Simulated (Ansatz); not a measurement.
# BrH4NSi, SMILES N[SiH2]Br: an active-space calculation

Computed with the Ansatz DFT code, driven from Python.

The cells in order, each with its output:

```python
import ansatz as az
```

```python
brh4nsi = (
    az.Crystal.molecule()
    .atom("N", (-0.9633, -0.4919, -0.2375))
    .atom("Si", (0.5037, -0.0662, 0.4011))
    .atom("Br", (1.2133, 1.644, -0.7932))
    .atom("H", (-0.8223, -0.6337, -1.2436))
    .atom("H", (-1.5987, 0.3731, -0.2184))
    .atom("H", (0.314, 0.3411, 1.8124))
    .atom("H", (1.4146, -1.2345, 0.2335))
)
```

```python
calc = brh4nsi.calculation().basis(gaussian="def2-SVP").correlation(active_electrons=6, active_orbitals=6)
for method in [None, "sc_nevpt2"]:
    report = (calc if method is None else calc.correlation(method)).run(threads=1, pin="off").report
    space = report["configurations"]
    state = space["states"][0]
    print(method or "casscf", f"total {report['free_energy_ev'] / 27.211386246:.6f} Ha, active-space state {state['energy']['hartree']:.6f} Ha, mean field {report['reference_energy_ev'] / 27.211386246:.6f} Ha")
    print("  determinants", state["n_determinants"], " natural occupations", [round(n, 3) for n in space["natural_occupations"]])
```

    casscf total -2917.811055 Ha, active-space state -2917.811055 Ha, mean field -2917.738135 Ha
      determinants 400  natural occupations [1.981, 1.979, 1.976, 0.024, 0.022, 0.018]
    RunWarning: the results are in doubt because another end's mean lies 0.776 eV lower, and its corrected mean 0.166 eV higher
    sc_nevpt2 total -2918.236561 Ha, active-space state -2917.782539 Ha, mean field -2917.738135 Ha
      determinants 400  natural occupations [1.987, 1.987, 1.973, 0.022, 0.015, 0.015]

Reading the output:
- Total energies depend on the basis set; only differences at equal settings carry meaning.
- Warnings are shown shortened and without file and line.
- The geometry is a force-field or estimated start, not a minimum of this method, and the basis set is short of its limit. The active space starts as a window about the frontier orbitals and is then optimised, not chosen by chemistry.
- A lower CASSCF solution was found and passed over, so the printed active-space state isn't the lowest.
- Timing: 27 s on 1 thread of Arm Neoverse V2, with other jobs on the host, peak memory 0.25 GiB.

(Lines on the test bed's own set-up are left out of the output.)
